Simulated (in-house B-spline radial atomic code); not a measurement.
# Au³⁰⁺: ionisation energy by several methods

Aim: the ionisation energy of Au³⁰⁺ by several methods, each as the difference of two self-consistent energies (Au³⁰⁺ and the next ion, [Kr] 4d10 4f2).

The numbers are computed with in-house B-spline radial atomic code version 1 (scalar-relativistic (X2C), several functionals, spin-polarised; spherical all-electron atom at the radial basis limit), except any that are marked as measured or tabulated.

### 1 The atom as given

```
element       : gold (Z = 79)
charge        : +30
electrons     : 49
configuration : [Kr] 4d10 4f3
nucleus       : Fermi, rms radius 5.437 fm
```

The outer shells:

[Kr] 4d10 4f3
```
[Kr] core
4d [↑↓][↑↓][↑↓][↑↓][↑↓]
4f [↑ ][↑ ][↑ ][  ][  ][  ][  ]
```

Where spins are not typed, each open shell is filled with up spins first.

### 2 BP86, a GGA

Input settings:

```ini
Z = 79
electrons = 49.0
configuration = [Kr] 4d10 4f3
hamiltonian = x2c
method = b88,p86
spin_polarised = True
nucleus = fermi
rms_radius = 5.4371
mass_number = 197
atomic_mass = 196.966570103
speed_of_light = 137.035999084
```

### 3 r2SCAN, a meta-GGA

Settings: those of step 2 with these lines changed.

```diff
@@ -4,3 +4,3 @@
 hamiltonian = x2c
-method = b88,p86
+method = r2scan
 spin_polarised = True
```

### 4 PW91, a GGA

Settings: those of step 3 with these lines changed.

```diff
@@ -4,3 +4,3 @@
 hamiltonian = x2c
-method = r2scan
+method = pw91,pw91
 spin_polarised = True
```

Q: The tabulated ionisation energy is 1100 ± 50 eV (tabulated theoretical; NIST Atomic Spectra Database). What does each method give, and which comes nearest?

The runs gave:

| method | rung | total energy (hartree) | ΔSCF (eV) | −ε highest (eV) | ΔSCF less tabulated (eV) |
| --- | --- | --- | --- | --- | --- |
| BP86 | GGA | -18571.5706 | 1080.29 | 1052.57 (4f up) | -19.71 |
| PW91 | GGA | -18571.0376 | 1080.44 | 1052.72 (4f up) | -19.56 |
| r2SCAN | meta-GGA | -18569.4903 | 1079.73 | 1052.31 (4f up) | -20.27 |

What this shows: Against the tabulated ionisation energy, 1100 ± 50 eV (tabulated theoretical; NIST Atomic Spectra Database), the best here is PW91 (-19.56 eV) and the worst r2SCAN (-20.27 eV, or 1.8 %). The table's own uncertainty is as large as these misses, so the order means little. All methods miss on the same side by much the same amount, which points to something that they share. Relativistic terms that these runs lack can be as large as the gaps between close methods, so the nearest may be so by luck. Spin-orbit coupling is left out. Open shells are averaged (over orientations, and over spins where the run is restricted), while tables refer to the lowest levels.

Members of this set that are not shown: 4 used exact exchange with fractional occupations of an open shell, which is unsound here.
